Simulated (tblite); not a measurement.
# C8H13NS: the cost of one run

Programs: tblite 0.8.0 and PySCF 2.14.0, with density-fitted response routines of our own. Each step states its level of theory. These are calculated values for one molecule in the gas phase, unless marked as measured. Atoms count from 0, in the outputs and in this text.

## Step 1: Starting geometry

23 atoms, charge 0, multiplicity 1; geometry from: force field or distance geometry start.

Bonds of the start (Å): C0–C1 1.33, C1–C2 1.49, C2–N3 1.43, N3–C4 1.45, C4–C5 1.48, C4–S6 1.63, N3–C7 1.43, C7–C8 1.50, C8–C9 1.51, C9–C7 1.50, C0–H10 1.08, C0–H11 1.07, C1–H12 1.09, C2–H13 1.14, C2–H14 1.10, C5–H15 1.11, C5–H16 1.12, C5–H17 1.12, C7–H18 1.14, C8–H19 1.10, C8–H20 1.12, C9–H21 1.12, C9–H22 1.10.

## Step 2: Optimising the geometry with GFN2-xTB

What the job is given:

```
{"job": {"kind": "relax", "xc": "GFN2-xTB", "basis": "xTB"}, "charge": 0, "multiplicity": 1}
C      3.113000     0.491800     0.438400
C      2.293300    -0.355000    -0.178600
C      1.093500     0.242700    -0.829300
N     -0.150100    -0.250800    -0.310600
C     -0.475500    -1.641400    -0.559800
C     -1.723400    -2.271200    -0.073700
S      0.567300    -2.525600    -1.445900
C     -1.079300     0.490500     0.476500
C     -1.723500     1.732500    -0.074300
C     -0.673700     1.841400     0.999600
H      3.997700     0.129400     0.939100
H      2.862100     1.531600     0.432000
H      2.487900    -1.423200    -0.182000
H      1.166400    -0.132800    -1.898100
H      1.187200     1.335900    -0.865600
H     -2.594700    -1.582300    -0.072200
H     -1.603300    -2.687800     0.962200
H     -1.978000    -3.078800    -0.802300
H     -1.809200    -0.110900     1.105600
H     -1.483200     2.065400    -1.097400
H     -2.757100     1.942800     0.305600
H     -1.001900     1.990400     2.061400
H      0.279800     2.292400     0.679500
```

The run is started by

```
> OMP_NUM_THREADS=1 python probes_run.py task.json out
```

This one command runs all jobs of the session in turn.

**Question.** How long does this first job take on 1 thread of Arm Neoverse V1, shared host, and how much memory does it need?

About 1.8 s, with a peak of 0.18 GiB.
